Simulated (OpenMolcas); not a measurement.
# Pt²⁺ among point charges: CASSCF and CASPT2 levels and susceptibility

How does a field of 4 point charges split the states of Pt²⁺, and what χT follows?

Program: OpenMolcas 26.06. Level of theory: state-averaged CASSCF and CASPT2, spin-orbit coupling by RASSI with atomic mean-field integrals. These are calculated values, not measurements, unless marked.

## (1) The system

| Quantity | Value |
| --- | --- |
| Species | Pt²⁺ (platinum, Z = 78, 76 electrons) |
| Basis | ANO-RCC-VDZP [7s6p4d2f], 59 functions |
| Scalar Hamiltonian | DKH2, point nucleus |
| Inactive shells | 1s 2s 2p 3s 3p 3d 4s 4p 4d 4f 5s 5p |
| Active space | 8 electrons in 5 orbitals (5d) |
| Some configurations of this space | 5d8 |
| Orbitals | optimised for each spin and parity, averaged over all roots |

The outer shells:

5d8
```
5d [↑↓][↑↓][↑↓][↑ ][↑ ]
```

The ion sits among 4 point charges of -1 e arranged as a tetrahedron (Td), 2.09 Å from the ion.

Each step is its own input file, run in one work folder so that later steps find the files of earlier ones. Labels, J, g values, rates, χT and fits are worked out afterwards by a script from the matrices that RASSI stores.

## (2) Basis and integrals

a.inp

```
&GATEWAY
Coord
1

Pt 0.0 0.0 0.0
Basis=ANO-RCC-VDZP
Group=NoSym
NoMove
AngMom=0.0 0.0 0.0
AMFI
XField
4 Angstrom 0
1.206662 1.206662 1.206662 -1.000000
1.206662 -1.206662 -1.206662 -1.000000
-1.206662 1.206662 -1.206662 -1.000000
-1.206662 -1.206662 1.206662 -1.000000
&SEWARD
```

Launch:

```console
$ OMP_NUM_THREADS=1 MOLCAS_MEM=1689 MOLCAS_PROJECT=a pymolcas a.inp > a.log
```

## (3) CASSCF: triplets, 10 roots

a.inp

```
&RASSCF
FileOrb=start.orb
Symmetry=1
Spin=3
nActEl=8 0 0
Inactive=34
Ras2=5
CIRoot=10 10 1
SDav=10
CIMx=300
Iter=120 100
PrWF=0.3
OrbListing=Nothing
MaxOrb=0
>>> COPY $Project.JobIph JOB001
```

start.orb holds the contracted functions of the basis, ordered by shell, or the orbitals of the step before.

## (4) Reference wave functions, singlets, 15 roots

a.inp

```
&RASSCF
FileOrb=start.orb
Symmetry=1
Spin=1
nActEl=8 0 0
Inactive=34
Ras2=5
CIRoot=15 15 1
SDav=15
CIMx=300
Iter=120 100
PrWF=0.3
OrbListing=Nothing
MaxOrb=0
>>> COPY $Project.JobIph JOB002
```

## (5) RASSI: spin-orbit coupling between the states

a.inp

```
&RASSI
NrOfJobIphs=2 10 15
1 2 3 4 5 6 7 8 9 10
1 2 3 4 5 6 7 8 9 10 11 12 13 14 15
IphNames
JOB001
JOB002
EJob
SpinOrbit
DIPRint=1.0
SOCoupling=1000.0
Subsets=2
Property=9
'ANGMOM' 1 'ANGMOM' 2 'ANGMOM' 3 'MLTPL  1' 1 'MLTPL  1' 2 'MLTPL  1' 3
'AMFI' 1 'AMFI' 2 'AMFI' 3
SOProperty=3
'ANGMOM' 1 'ANGMOM' 2 'ANGMOM' 3
```

## (6) CASPT2: IPEA 0.25, imaginary shift 0.1 (closed shells correlated: 4f 5s 5p)

a.inp

```
>>> COPY JOB001 $Project.JobIph
&CASPT2
Multistate=10 1 2 3 4 5 6 7 8 9 10
NoMult
Frozen=23
IPEA=0.25
Imaginary=0.1
MaxIter=60
WThr=0.0 0.3 0.05
PrWF=0.5
NoMix
>>> COPY JOB002 $Project.JobIph
&CASPT2
Multistate=15 1 2 3 4 5 6 7 8 9 10 11 12 13 14 15
NoMult
Frozen=23
IPEA=0.25
Imaginary=0.1
MaxIter=60
WThr=0.0 0.3 0.05
PrWF=0.5
NoMix
```

(Steps that only read results are left out.)

Q: Predict the outcome of this session. Wanted: spin-free ground state; first state of the same spin within the active space; lowest level; next level.

As calculated:

```
                                            quantity                                                                           value
                                              method  SS-CASPT2, IPEA 0.25, imaginary shift 0.1 (closed shells correlated: 4f 5s 5p)
                              spin-free ground state                                                 3T1, 3-fold in its orbital part
first state of the same spin within the active space                                                                3T2 at 1580 cm⁻¹
                                        lowest level                                                                       1-fold A1
                                          next level                                                                      532.1 cm⁻¹
                                         χT at 300 K                                                                  2.60 cm³ K/mol
                           effective moment at 300 K                                                                         4.56 μB
```

Cost by method:

```csv
method,time of its own steps,time with the reference
A. CASSCF,5.4 s,5.4 s
"B. SS-CASPT2, IPEA 0.25, imaginary shift 0.1, +4f 5s 5p",5.1 s,10 s
```

Times are of one thread on a shared host.

What this shows: The spin-free ground state (3T1) comes to 100 % from free-ion F terms and keeps the highest spin of the shell. χT at 300 K is 2.60, against 1.00 cm³ K/mol for the spin alone, so orbital moment adds to it. A ligand-field fit to the states below 45000 cm-1 gives 10Dq = -2604 cm-1, B = 736 cm-1 and C = 2931 cm-1 (C/B = 3.98), with a deviation of 421 cm-1. CASPT2 does not keep the components of a term degenerate, and the means are used. The field of point charges can differ much from that of real complexes. Point charges carry no covalency, so the field is a model and not that of real ligands.
